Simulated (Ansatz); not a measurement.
# BiTe (Fm-3m) in Ansatz: notebook

The runs below take BiTe through relaxation of cell and atoms, with RPBE, revPBE, BLYP.

Program: Ansatz 0.2.0. These are calculated values, not measurements. Logs are shortened: lines on timing, memory, paths and dates and some standing lists are left out, and cuts for length are marked.

**1. Starting point**

It takes space group Fm-3m (No. 225, cubic). The conventional cell has a = 6.470 Å, b = 6.470 Å, c = 6.470 Å, α = 90.00°, β = 90.00°, γ = 90.00°. Bi (site symmetry m-3m) is surrounded by 6 Te at 3.23 Å. Te (site symmetry m-3m) has 6 Bi at 3.23 Å as nearest neighbours.

**2. Relaxation of cell and atoms, RPBE**

Input file input.yaml:

```yaml
crystal:
  lattice:
    - [0.0, 3.235, 3.235]
    - [3.235, 0.0, 3.235]
    - [3.235, 3.235, 0.0]
  atoms:
    - { symbol: Bi, position: [0.0, 0.0, 0.0] }
    - { symbol: Te, position: [0.5, 0.5, 0.5] }
hamiltonian:
  xc: rpbe
  pseudopotentials: { kind: paw }
kpoints:
  mp_grid: { grid: [7, 7, 7] }
scf:
  occupations: { method: fermi_dirac, width: 0.05 }
output:
  forces: true
  stress: true
  eigenvalues: true
relax:
  f_tol: 0.01
  max_steps: 40
  cell: { stress_tol: 0.05 }
```

Potentials or basis: Ansatz PAW.

Command:

```console
$ ansatz run input.yaml --threads 2 --pin off --max-ram 5632MiB --backend cpu --events-out ev --progress --plain --runs-dir out
```

The program printed:

```text
Warning: RAYON_NUM_THREADS=2 ignored (pool sized by the plan → 2); use --threads N
Engine: ansatz 0.2.0, x86_64-unknown-linux-gnu
Pseudopotentials: kind: paw
Pseudopotential: Bi, paw, valence charge 15, recommended cutoff 420 eV (normal), Bi.paw.azcp
Pseudopotential: Te, paw, valence charge 16, recommended cutoff 420 eV (normal), Te.paw.azcp
Functional definition: RPBE
  parameter kappa = 0.804
  parameter beta = 0.06672455060314922
  exchange = rpbe_x(kappa = kappa, mu = beta*pi^2/3)
  correlation = pbe_c(beta = beta)
Crystal: 2 atoms, lattice volume = 67.710 Å³
Basis set: ecut = 420 eV, 1363 PW (Γ), exchange–correlation on 64×64×64 points (8 copies of the dense FFT grid, shifted against one another)
Bands: 20, of which v1, the nominal top of the filled ones, is band 16 counted from 1 (15 counted from 0)
Symmetry: 48 space group operations
Space group: Fm-3m (ITA 225), of the structure as read, at distance tolerance 4.1e-5 Å
k-points: 20 of 343
Non-local potential: Bi, projectors of the file, l = 0: 2, l = 1: 2, l = 2: 2, l = 3: 2
Non-local potential: Te, projectors of the file, l = 0: 2, l = 1: 2, l = 2: 2, l = 3: 2
PAW form: soft (Blöchl's): semilocal exchange-correlation on the pseudo side does not see the compensation charge
PAW frozen core: Bi, regenerated for the run's functional, and the local potential with it (the file was generated under x = pbe(κ = 0.804, μ = 0.2195149727645171), c = pbe(β = 0.06672455060314922))
PAW frozen core: Te, regenerated for the run's functional, and the local potential with it (the file was generated under x = pbe(κ = 0.804, μ = 0.2195149727645171), c = pbe(β = 0.06672455060314922))
PAW one-centre angular grid: Bi, 590 points (default); XC on 64 Gauss nodes
PAW one-centre angular grid: Te, 590 points (default); XC on 64 Gauss nodes
Initial density: superposition of atomic densities (neutral atoms: chi_scale 0, normalization atom), corrected by the library's trained network
Initial wavefunctions: pseudopotential atomic-orbital guess
Functional: x = rpbe, c = pbe(β = 0.06672455060314922)
SCF iter   1: F=—  HF=-19401.035814 eV  |F-HF|=—  |Δ(HF+E_count)|=         —  Δρ=1.77e-3  dr2=1.83e-3  ethr=1.77e-3  ⟨swp⟩=6.4  Hψ=2092  notcnv=0
preconditioner: auto → LDOS  [metal: Δε(μ)=0.035 eV  Ē_g=9.468 eV  σ=0.050 eV  W_gap=0.17  n_scr=14 (ndim 8)  ℏωp=15.0 eV  f_vac=0.012  D(μ)=2.81/eV (n_scr^D=14)  β→1.0]
SCF iter   2: F=—  HF=-19401.034876 eV  |F-HF|=—  |Δ(HF+E_count)|=   9.38e-4  Δρ=1.23e-3  dr2=7.22e-4  ethr=5.92e-6  ⟨swp⟩=2.3  Hψ=959  notcnv=0  defer=6
SCF iter   3: F=—  HF=-19401.034518 eV  |F-HF|=—  |Δ(HF+E_count)|=   3.57e-4  Δρ=2.47e-4  dr2=6.32e-5  ethr=2.33e-6  ⟨swp⟩=2.0  Hψ=704  notcnv=0  defer=6
SCF iter   4: F=—  HF=-19401.034562 eV  |F-HF|=—  |Δ(HF+E_count)|=   4.41e-5  Δρ=8.35e-5  dr2=6.40e-6  ethr=2.04e-7  ⟨swp⟩=2.0  Hψ=505  notcnv=0  defer=6
SCF iter   5: F=—  HF=-19401.034561 eV  |F-HF|=—  |Δ(HF+E_count)|=   1.02e-6  Δρ=3.04e-5  dr2=8.05e-7  ethr=2.07e-8  ⟨swp⟩=2.0  Hψ=705  notcnv=0  defer=6
SCF iter   6: F=-19401.034561 eV  HF=-19401.034561 eV  |F-HF|=6.86e-9  |Δ(HF+E_count)|=   5.94e-9  Δρ=1.04e-5  dr2=4.48e-8  ethr=3.23e-10  ⟨swp⟩=5.5  Hψ=2033  notcnv=0
SCF 1 converged in 6 iterations: F = -19401.034561 eV  dr2 = 4.48e-8
relax step   1: F+E_penalty+E_count = -19401.03456127 eV  Δ(F+E_penalty+E_count) = +0.000e0 eV  max|allowed force component| = 2.044e-29 eV/Å  Δτ_max = 0.0000 Å  P = +2.236 GPa  Ω = 67.710 Å³  (6 SCF iters, dr2 threshold 1.00e-7 eV, accepted)
Crystal: 2 atoms, lattice volume = 72.343 Å³
Basis set: ecut = 420 eV, 1411 PW (Γ), exchange–correlation on 64×64×64 points (8 copies of the dense FFT grid, shifted against one another)
Initial density: handed on by an earlier stage of this run
Initial wavefunctions: those handed on with the density
iter 1 solved again at ethr=1.15e-5 eV; its pass at ethr=3.10e-3 eV (dr2=3.55e-3 eV) is discarded
SCF iter   1: F=—  HF=-19401.053158 eV  |F-HF|=—  |Δ(HF+E_count)|=         —  Δρ=1.29e-3  dr2=2.95e-3  ethr=1.15e-5  ⟨swp⟩=2.7  Hψ=2695  notcnv=0
preconditioner: auto → LDOS  [metal: Δε(μ)=0.055 eV  Ē_g=9.229 eV  σ=0.050 eV  W_gap=0.27  n_scr=14 (ndim 8)  ℏωp=14.5 eV  f_vac=0.026  D(μ)=2.57/eV (n_scr^D=14)  β→1.0]
SCF iter   2: F=—  HF=-19401.052674 eV  |F-HF|=—  |Δ(HF+E_count)|=   4.84e-4  Δρ=5.19e-4  dr2=3.19e-4  ethr=9.52e-6  ⟨swp⟩=2.4  Hψ=548  notcnv=0
SCF iter   3: F=—  HF=-19401.052752 eV  |F-HF|=—  |Δ(HF+E_count)|=   7.78e-5  Δρ=2.19e-4  dr2=4.86e-5  ethr=1.03e-6  ⟨swp⟩=2.4  Hψ=610  notcnv=0
SCF iter   4: F=—  HF=-19401.052709 eV  |F-HF|=—  |Δ(HF+E_count)|=   4.29e-5  Δρ=6.36e-5  dr2=2.64e-6  ethr=1.57e-7  ⟨swp⟩=2.0  Hψ=612  notcnv=0
SCF iter   5: F=-19401.052712 eV  HF=-19401.052712 eV  |F-HF|=2.31e-8  |Δ(HF+E_count)|=   3.00e-6  Δρ=8.24e-6  dr2=4.45e-8  ethr=6.45e-10  ⟨swp⟩=6.2  Hψ=2304  notcnv=0
SCF 2 converged in 5 iterations: F = -19401.052712 eV  dr2 = 4.45e-8
relax step   2: F+E_penalty+E_count = -19401.05271224 eV  Δ(F+E_penalty+E_count) = -1.815e-2 eV  max|allowed force component| = 7.047e-29 eV/Å  Δτ_max = 0.0000 Å  P = -0.746 GPa  Ω = 72.343 Å³  energy of the carried Pulay correction = -7.701e-4 eV  (5 SCF iters, dr2 threshold 2.00e-7 eV, accepted)
Crystal: 2 atoms, lattice volume = 71.125 Å³
iter 1 solved again at ethr=8.33e-7 eV; its pass at ethr=3.10e-3 eV (dr2=2.58e-4 eV) is discarded
SCF iter   1: F=—  HF=-19401.056062 eV  |F-HF|=—  |Δ(HF+E_count)|=         —  Δρ=3.16e-4  dr2=1.72e-4  ethr=8.33e-7  ⟨swp⟩=3.0  Hψ=2633  notcnv=0
preconditioner: auto → LDOS  [metal: Δε(μ)=0.038 eV  Ē_g=9.286 eV  σ=0.050 eV  W_gap=0.19  n_scr=14 (ndim 8)  ℏωp=14.6 eV  f_vac=0.017  D(μ)=2.66/eV (n_scr^D=14)  β→1.0]
SCF iter   2: F=—  HF=-19401.056030 eV  |F-HF|=—  |Δ(HF+E_count)|=   3.16e-5  Δρ=1.31e-4  dr2=1.99e-5  ethr=5.56e-7  ⟨swp⟩=2.2  Hψ=531  notcnv=0
SCF iter   3: F=—  HF=-19401.056034 eV  |F-HF|=—  |Δ(HF+E_count)|=   3.17e-6  Δρ=6.14e-5  dr2=3.62e-6  ethr=6.41e-8  ⟨swp⟩=2.0  Hψ=594  notcnv=0
SCF iter   4: F=-19401.056033 eV  HF=-19401.056032 eV  |F-HF|=1.79e-7  |Δ(HF+E_count)|=   1.14e-6  Δρ=1.55e-5  dr2=1.51e-7  ethr=6.45e-10  ⟨swp⟩=6.0  Hψ=2282  notcnv=0
SCF 3 converged in 4 iterations: F = -19401.056033 eV  dr2 = 1.51e-7
relax step   3: F+E_penalty+E_count = -19401.05603257 eV  Δ(F+E_penalty+E_count) = -3.320e-3 eV  max|allowed force component| = 9.203e-30 eV/Å  Δτ_max = 0.0000 Å  P = -0.064 GPa  Ω = 71.125 Å³  energy of the carried Pulay correction = -5.726e-4 eV  (4 SCF iters, dr2 threshold 2.00e-7 eV, accepted)
Crystal: 2 atoms, lattice volume = 71.020 Å³
iter 1 solved again at ethr=1.09e-8 eV; its pass at ethr=3.10e-3 eV (dr2=3.37e-6 eV) is discarded
SCF iter   1: F=—  HF=-19401.056075 eV  |F-HF|=—  |Δ(HF+E_count)|=         —  Δρ=3.40e-5  dr2=1.77e-6  ethr=1.09e-8  ⟨swp⟩=3.0  Hψ=2541  notcnv=0
preconditioner: auto → LDOS  [metal: Δε(μ)=0.037 eV  Ē_g=9.294 eV  σ=0.050 eV  W_gap=0.18  n_scr=14 (ndim 8)  ℏωp=14.6 eV  f_vac=0.020  D(μ)=2.66/eV (n_scr^D=14)  β→1.0]
SCF iter   2: F=—  HF=-19401.056072 eV  |F-HF|=—  |Δ(HF+E_count)|=   3.56e-6  Δρ=1.52e-5  dr2=3.47e-7  ethr=5.72e-9  ⟨swp⟩=1.4  Hψ=409  notcnv=0
SCF iter   3: F=-19401.056072 eV  HF=-19401.056072 eV  |F-HF|=1.11e-9  |Δ(HF+E_count)|=   7.83e-8  Δρ=1.87e-6  dr2=2.30e-9  ethr=3.33e-11  ⟨swp⟩=4.7  Hψ=1891  notcnv=0
SCF 4 converged in 3 iterations: F = -19401.056072 eV  dr2 = 2.30e-9
relax step   4: F+E_penalty+E_count = -19401.05607181 eV  Δ(F+E_penalty+E_count) = -3.924e-5 eV  max|allowed force component| = 4.049e-29 eV/Å  Δτ_max = 0.0000 Å  P = -0.002 GPa  Ω = 71.020 Å³  energy of the carried Pulay correction = -5.554e-4 eV  (3 SCF iters, dr2 threshold 1.03e-8 eV, accepted)
Initial wavefunctions: pseudopotential atomic-orbital guess (no wavefunctions were taken with the density)
iter 1 solved again at ethr=2.18e-7 eV; its pass at ethr=3.10e-3 eV (dr2=6.76e-5 eV) is discarded
SCF iter   1: F=—  HF=-19401.054892 eV  |F-HF|=—  |Δ(HF+E_count)|=         —  Δρ=3.14e-4  dr2=1.98e-6  ethr=2.18e-7  ⟨swp⟩=3.4  Hψ=3279  notcnv=0
SCF iter   2: F=—  HF=-19401.056585 eV  |F-HF|=—  |Δ(HF+E_count)|=   1.69e-3  Δρ=1.57e-5  dr2=1.11e-7  ethr=6.39e-9  ⟨swp⟩=2.0  Hψ=716  notcnv=0
SCF iter   3: F=—  HF=-19401.056585 eV  |F-HF|=—  |Δ(HF+E_count)|=   7.55e-8  Δρ=5.77e-6  dr2=3.25e-8  ethr=3.59e-10  ⟨swp⟩=2.0  Hψ=712  notcnv=0
SCF iter   4: F=—  HF=-19401.056585 eV  |F-HF|=—  |Δ(HF+E_count)|=   8.12e-8  Δρ=2.19e-6  dr2=6.00e-9  ethr=1.05e-10  ⟨swp⟩=2.0  Hψ=711  notcnv=0
SCF iter   5: F=—  HF=-19401.056585 eV  |F-HF|=—  |Δ(HF+E_count)|=   1.87e-8  Δρ=4.70e-7  dr2=2.34e-10  ethr=1.93e-11  ⟨swp⟩=2.0  Hψ=513  notcnv=0
SCF iter   6: F=—  HF=-19401.056585 eV  |F-HF|=—  |Δ(HF+E_count)|=    0.00e0  Δρ=1.75e-7  dr2=2.34e-11  ethr=1.00e-12  ⟨swp⟩=2.0  Hψ=608  notcnv=0
SCF iter   7: F=-19401.056585 eV  HF=-19401.056585 eV  |F-HF|=3.64e-12  |Δ(HF+E_count)|=  5.46e-11  Δρ=4.03e-8  dr2=3.03e-12  ethr=1.00e-12  ⟨swp⟩=6.7  Hψ=1838  notcnv=0
SCF 5 converged in 7 iterations: F = -19401.056585 eV  dr2 = 3.03e-12
relax step   5: F+E_penalty+E_count = -19401.05658520 eV  Δ(F+E_penalty+E_count) = -5.134e-4 eV  max|allowed force component| = 6.995e-29 eV/Å  Δτ_max = 0.0000 Å  P = -0.007 GPa  Ω = 71.020 Å³  stress off target by 6.95e-3 GPa  SCF on the basis re-selected at this cell (its energy is not comparable with the rows above)  (7 SCF iters)
basis re-selected at this cell: Δ(F+E_penalty+E_count) = -5.134e-4 eV, ΔP = -0.005 GPa vs the last step (what re-selecting the basis moved, of the pressure what is left beyond the Pulay correction that the steps carried, after the strain that the cell walked since its last selection, with what the two solves' SCF thresholds leave and, on support functions, any second-order correction that the steps lacked; it is no measure of the basis error at this ecutwfc). This SCF's stress stands 6.95e-3 GPa from its target on what of the cell is left free (relax.cell.stress_tol is 5.00e-2 GPa) and its largest allowed force component is 6.99e-29 eV/Å (relax.f_tol is 1.00e-2 eV/Å): within both
SCF converged after 7 iterations
Free energy (F): -19401.056585 eV
Harris-Foulkes:  -19401.056585 eV  (|F-HF|=3.64e-12)
Internal energy: -19401.036405 eV  (E = F + TS)
E sigma→0 (E₀):  -19401.046495 eV
Entropy (-TS):   -0.020180 eV (-10.090 meV/atom)
Fermi energy:    9.264915 eV
--- Per-component energies (eV) ---
  E_band       = -380.774685
  E_kinetic    = 480.089594
  E_local      = -2836.006305  (includes V_loc(G=0)·N_el)
  E_nonlocal   = 248.802964
  E_hartree    = 1318.896993
  E_xc         = -275.209889
  E_vxc        = -246.954979  (∫ρ·V_xc dr)
  E_paw        = -15349.389166  (= ΣΔE_a)
  E_vpaw       = -664.499346  (= ΣTr[D̂ρ^β])
  E_aug_tail   = -0.000607  (compensation charges beyond the density's cutoff)
  E_ewald      = -2988.238897
  E_core_change = 0.018907  (= ΣΔE_core)
  E_smearing   = -0.020180  (= −TS)
  E_closure    = 0.000000  (closes the sum)
  Σ components = -19401.056585   (vs F -19401.056585, Δ=0.00e0)
--- Forces (eV/Å), atoms counted from 1 ---
  atom   1  Bi    -0.00000000     0.00000000    -0.00000000
  atom   2  Te     0.00000000    -0.00000000     0.00000000
  max |Σ_I F_I| component: 1.13e-28 eV/Å
--- Stress (GPa, compression-positive) ---
       -0.006951       0.000000      -0.000000
       -0.000000      -0.006951       0.000000
       -0.000000       0.000000      -0.006951
  P = ⅓ Tr σ = -0.0070 GPa (-0.070 kbar)
--- Band table (eV; the first three rows and the last of 20) ---
  k-point 0: bands = ["-27.9845", "-27.9845", "-27.9845", "-27.9836", "-27.9836", "-13.9860", "-13.9860", "-13.9860", "-13.9836", "-13.9836", "-3.9601", "0.9654", "6.7947", "6.7947", "6.7947", "11.2918", "11.2918", "11.2918", "14.0019", "14.0019"]
  k-point 1: bands = ["-27.9844", "-27.9844", "-27.9844", "-27.9836", "-27.9836", "-13.9857", "-13.9856", "-13.9856", "-13.9837", "-13.9837", "-3.7894", "0.5808", "6.8538", "6.8538", "6.9393", "10.5680", "10.6838", "10.6838", "13.8893", "14.3521"]
  k-point 2: bands = ["-27.9844", "-27.9843", "-27.9843", "-27.9835", "-27.9835", "-13.9868", "-13.9868", "-13.9851", "-13.9820", "-13.9820", "-3.2883", "-0.3476", "7.0445", "7.0445", "7.2377", "9.4382", "9.6238", "9.6238", "14.3975", "15.3464"]
  k-point 19: bands = ["-27.9843", "-27.9842", "-27.9839", "-27.9837", "-27.9834", "-13.9910", "-13.9844", "-13.9835", "-13.9822", "-13.9784", "-1.8754", "-1.5325", "4.4377", "4.9805", "7.3260", "9.3320", "12.3007", "13.1004", "13.9676", "15.0528"]
--- Relaxed structure (4 steps of the walk, 4 accepted, 1 SCFs on fresh bases) ---
  F+E_penalty+E_count = -19401.05658520 eV   max|allowed force component| = 6.995e-29 eV/Å   (the final SCF, on the basis selected at the relaxed cell)
  cell:  # Å, volume = 71.0197 Å³
    - [-1.0891357692147606e-33, 3.2868736785564368, 3.2868736785564368]
    - [3.2868736785564368, -6.369215069286206e-34, 3.2868736785564368]
    - [3.2868736785564368, 3.2868736785564368, -9.235361809623257e-35]
  atoms:
    - { symbol: Bi, position: [-2.1705161016600575e-35, 1.4263391525132058e-35, 2.914693050803695e-35] }
    - { symbol: Te, position: [0.49999999999999994, 0.49999999999999994, 0.49999999999999994] }
```

Run time: 4.6 s. Hardware: 2 threads of AMD EPYC 7R32 (Zen 2), shared host; peak memory 0.4 GiB.

What came out:

```
Free energy                            : -19401.0566 eV
Relaxed volume                         : 35.51 Å³/atom
Relaxed cell                           : a = 4.648 Å, b = 4.648 Å, c = 4.648 Å, α = 60.00°, β = 60.00°, γ = 60.00°
Space group after relaxing (to 0.05 Å) : Fm-3m (No. 225)
Energy gained by relaxing              : 11.0 meV/atom
Ionic steps                            : 5
Pressure after relaxing                : 0.0 GPa
Band gap on the k mesh                 : none (metal or under the smearing width)
```

The path:
| step | energy change (eV) | largest force (eV/Å) | volume (Å³) |
| --- | --- | --- | --- |
| 1 | 0.0000 | 0.0000 | 67.71 |
| 2 | -0.0182 | 0.0000 | 72.34 |
| 3 | -0.0215 | 0.0000 | 71.12 |
| 4 | -0.0215 | 0.0000 | 71.02 |
| 5 | -0.0220 | 0.0000 | 71.02 |

Final structure:
```yaml
crystal:
  lattice:
    - [0.00000, 3.28687, 3.28687]
    - [3.28687, 0.00000, 3.28687]
    - [3.28687, 3.28687, 0.00000]
  atoms:
    - { symbol: Bi, position: [0.00000, 0.00000, 0.00000] }
    - { symbol: Te, position: [0.50000, 0.50000, 0.50000] }
```

Levels at points of the mesh, in eV from the Fermi level:
| k point | band 12 | band 13 | band 14 | band 15 | band 16 | band 17 | band 18 | band 19 |
| --- | --- | --- | --- | --- | --- | --- | --- | --- |
| (0.00, 0.00, 0.00) | -8.30 | -2.47 | -2.47 | -2.47 | 2.03 | 2.03 | 2.03 | 4.74 |

Caveat: the plane-wave basis is chosen anew once the cell has moved, so the energies of steps on either side of that aren't comparable; spin-orbit coupling is left out, which moves the levels of the heavy elements; the PAW data sets come from PBE, with cores solved anew for the run's functional, which leaves a small shift of forces and pressure.

(Continued in part 2 of 2.)
